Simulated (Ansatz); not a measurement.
# C2H7AlOS: a ladder of functionals and wavefunction methods

The task here is to estimate one member of a computed series from the others.

Program: Ansatz 0.2.0, Gaussian basis. Level of theory: functionals in def2-TZVPP, the program's frozen cores in correlated methods. These are calculated values, not measurements.

Levels to be run: PBE-D4, r2SCAN-D4, PBE0-D4, B3LYP-D4, ωB97X-V, ωB97M-V, B2PLYP; CCSD(T)/def2-TZVPP; MP2/def2-QZVPP; extrapolation to the limit.

## The relaxed structure

All runs share one geometry, relaxed beforehand with PBE0-D4 in a triple-zeta def2 set.

SMILES `[CH3][AlH][O]CS`, 12 atoms, charge 0, spin multiplicity 1.

Atoms are counted from 1 here; the program's logs count them from 0.

Bond lengths: C1–Al2 1.949 Å, C1–H6 1.095 Å, C1–H7 1.095 Å, C1–H8 1.093 Å, Al2–O3 1.774 Å, Al2–H9 1.590 Å, O3–C4 1.357 Å, C4–S5 1.886 Å, C4–H10 1.094 Å, C4–H11 1.098 Å, S5–H12 1.345 Å. Angles: Al2–C1–H6 111.2°, Al2–C1–H7 110.8°, Al2–C1–H8 112.6°, H6–C1–H7 106.7°, H6–C1–H8 108.1°, H7–C1–H8 107.2°, C1–Al2–O3 117.6°, C1–Al2–H9 122.7°, O3–Al2–H9 115.3°, Al2–O3–C4 107.2°, O3–C4–S5 108.9°, O3–C4–H10 113.8°, O3–C4–H11 114.5°, S5–C4–H10 106.8°, S5–C4–H11 102.6°, H10–C4–H11 109.3°, C4–S5–H12 95.7°.

The first run:

in.yaml

```yaml
crystal:
  periodic: [false, false, false]
  atoms:
    - {symbol: C, position_ang: [-1.624049, 0.946344, 0.893129]}
    - {symbol: Al, position_ang: [-0.364757, -0.524764, 0.676312]}
    - {symbol: O, position_ang: [1.362335, -0.124784, 0.599618]}
    - {symbol: C, position_ang: [1.814276, -0.528709, -0.614039]}
    - {symbol: S, position_ang: [0.340498, -0.757876, -1.768353]}
    - {symbol: H, position_ang: [-2.601849, 0.696719, 0.469141]}
    - {symbol: H, position_ang: [-1.787763, 1.164644, 1.953967]}
    - {symbol: H, position_ang: [-1.276642, 1.870437, 0.423007]}
    - {symbol: H, position_ang: [-0.698796, -2.014765, 1.118950]}
    - {symbol: H, position_ang: [2.485852, 0.188269, -1.096571]}
    - {symbol: H, position_ang: [2.280714, -1.523164, -0.619376]}
    - {symbol: H, position_ang: [0.147180, 0.552249, -2.001685]}
basis:
  gaussian: {orbitals: def2-TZVPP}
hamiltonian: {xc: pbe, dispersion: d4}
output: {forces: true, orbitals: {seedname: orbitals}}
```

Launch:

```bash
$ ansatz run in.yaml --threads 4 --pin off --events-out ev --progress --plain --max-ram 10444MiB
```

Among the steps run: PBE-D4 (GGA); r2SCAN-D4 (meta-GGA); PBE0-D4 (hybrid); B3LYP-D4 (hybrid); ωB97X-V (range-separated); ωB97M-V (range-separated); B2PLYP (double hybrid); CCSD(T) in def2-TZVPP; MP2 in def2-QZVPP.

One table of the session follows, with a row left open; its other results are not shown here.

| method | atomisation energy (kcal/mol) |
| --- | --- |
| PBE-D4 | 1032.2 |
| r2SCAN-D4 | 1022.0 |
| PBE0-D4 | 1015.7 |
| B3LYP-D4 | 1013.6 |
| ωB97X-V | 1019.8 |
| ωB97M-V | ? |
| B2PLYP | 1002.8 |
| HF/def2-TZVPP | 738.3 |
| MP2/def2-TZVPP | 1004.7 |
| CCSD/def2-TZVPP | 975.8 |
| CCSD(T)/def2-TZVPP | 991.0 |
| MP2/CBS | 1031.3 |
| CCSD(T)/CBS | 1017.6 |

**Question.** Estimate the row for ωB97M-V.

**Answer.** atomisation energy (kcal/mol): 1020.9. In the column «atomisation energy (kcal/mol)» it lies between ωB97X-V (1019.8) and r2SCAN-D4 (1022.0).
